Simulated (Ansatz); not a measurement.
**BiAu (rocksalt): a single-point run**

The task is a single-point run on BiAu (rocksalt). The structure is shown as the input types it.

Method: DFT PBE, scalar-relativistic, plane waves, PAW, in Ansatz 0.2.0.

2 further runs of the same task are left out: 1 that didn't finish, 1 set aside as unsound or not needed.

**1. The structure to begin with**

Symmetry: Fm-3m, No. 225, cubic system. The conventional cell has a = 3.143 Å, b = 3.143 Å, c = 3.143 Å, α = 90.00°, β = 90.00°, γ = 90.00°. Around Au (site symmetry m-3m) lie 6 Bi at 1.57 Å. Around Bi (site symmetry m-3m) lie 6 Au at 1.57 Å.

As a file:

```xyz
2
Lattice="0.0000 1.5715 1.5715 1.5715 0.0000 1.5715 1.5715 1.5715 0.0000" Properties=species:S:1:pos:R:3 pbc="T T T"
Au    1.5715    1.5715    1.5715
Bi    0.0000    0.0000    0.0000
```

**2. Input and run**

File input.yaml:

```yaml
crystal:
  lattice:
    - [0.0, 1.57151984, 1.57151984]
    - [1.57151984, 0.0, 1.57151984]
    - [1.57151984, 1.57151984, 0.0]
  atoms:
    - { symbol: Au, position: [0.5, 0.5, 0.5] }
    - { symbol: Bi, position: [0.0, 0.0, 0.0] }
basis:
  ecutwfc: 420
  ecutrho_ratio: 4
kpoints:
  mp_grid: { grid: [10, 10, 10] }
hamiltonian:
  xc: pbe
scf:
  occupations: { method: gaussian, width: 0.05 }
  max_iter: 80
output:
  forces: true
  stress: true
```

The run is started by

```bash
$ ansatz run input.yaml --threads 2 --pin off --max-ram 2662MiB --backend cpu --events-out ev --progress --plain --runs-dir out
```

What happens when this is run?

The program finished normally. It gives a pressure of 11708 GPa, which is large; a structure far from rest gives such values too, whatever the setting.

A unit slip has squeezed all distances to about half. The shortest distance in the input is 1.57 Å, between atoms 1 (Au) and 2 (Bi).

Fix: give the lengths in the unit that the input reads.
